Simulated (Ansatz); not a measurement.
**CoC (rocksalt type): a single-point run**

Aim: a sound single-point run of CoC (rocksalt type). The structure is shown as the input types it.

Program: Ansatz 0.2.0. Level of theory: DFT, PBE, all-electron LAPW, scalar-relativistic. These are calculated values, not measurements.

## 1. The starting structure

The structure is cubic, space group Fm-3m (No. 225). The conventional cell has a = 4.003 Å, b = 4.003 Å, c = 4.003 Å, α = 90.00°, β = 90.00°, γ = 90.00°. Co (site symmetry m-3m) has 6 C at 2.00 Å as nearest neighbours. C (site symmetry m-3m) has 6 Co at 2.00 Å as nearest neighbours.

Coordinates:

```
Co C
1.0
     0.00000    2.00173    2.00173
     2.00173    0.00000    2.00173
     2.00173    2.00173    0.00000
Co C
1 1
Direct
  0.00000 0.00000 0.00000
  0.50000 0.50000 0.50000
```

## 2. Input and run

File input.yaml:

```yaml
crystal:
  lattice:
    - [0.0, 2.0017332873, 2.0017332873]
    - [2.0017332873, 0.0, 2.0017332873]
    - [2.0017332873, 2.0017332873, 0.0]
  atoms:
    - { symbol: Co, position: [0.0, 0.0, 0.0], spin: 1.7 }
    - { symbol: C, position: [0.5, 0.5, 0.5] }
magnetization:
  spin_polarized: true
  initial_magnetization: 7
kpoints:
  mp_grid: { grid: [17, 17, 17] }
  band_path:
    path:
      - [0.0, 0.0, 0.0]
      - [0.5, 0.0, 0.5]
      - [0.625, 0.25, 0.625]
      - [0.375, 0.375, 0.75]
      - [0.0, 0.0, 0.0]
      - [0.5, 0.5, 0.5]
      - [0.5, 0.25, 0.75]
      - [0.5, 0.0, 0.5]
    npoints: 14
scf:
  occupations: { method: fermi_dirac, width: 0.05 }
  max_iter: 60
hamiltonian:
  xc: pbe
  pseudopotentials: { kind: all_electron, lapw: { basis_error: 0.001 } }
output:
  forces: true
  stress: true
  eigenvalues: true
  populations: true
```

Launch:

```console
ansatz run input.yaml --threads 1 --pin off --max-ram 3072MiB --backend cpu --events-out ev --progress --plain --runs-dir out
```

**Question.** How will this run end, and is anything wrong with its input?

This run ends as converged, with warnings (given moment on shells, seeded moment not kept). Its log warns: «where an SCF of this run starts from atoms to list the orders of its open shells, C (site 1, from 0) starts with 2.00 μB on its 2p shell ...»

The suspect setting: magnetization.initial_magnetization is 7. The risk: unrealistic starting moment. The run ends with a total moment of 0.22 μB. The run converged, but that does not make its result sound.

The test: delete magnetization.initial_magnetization (the default then holds).
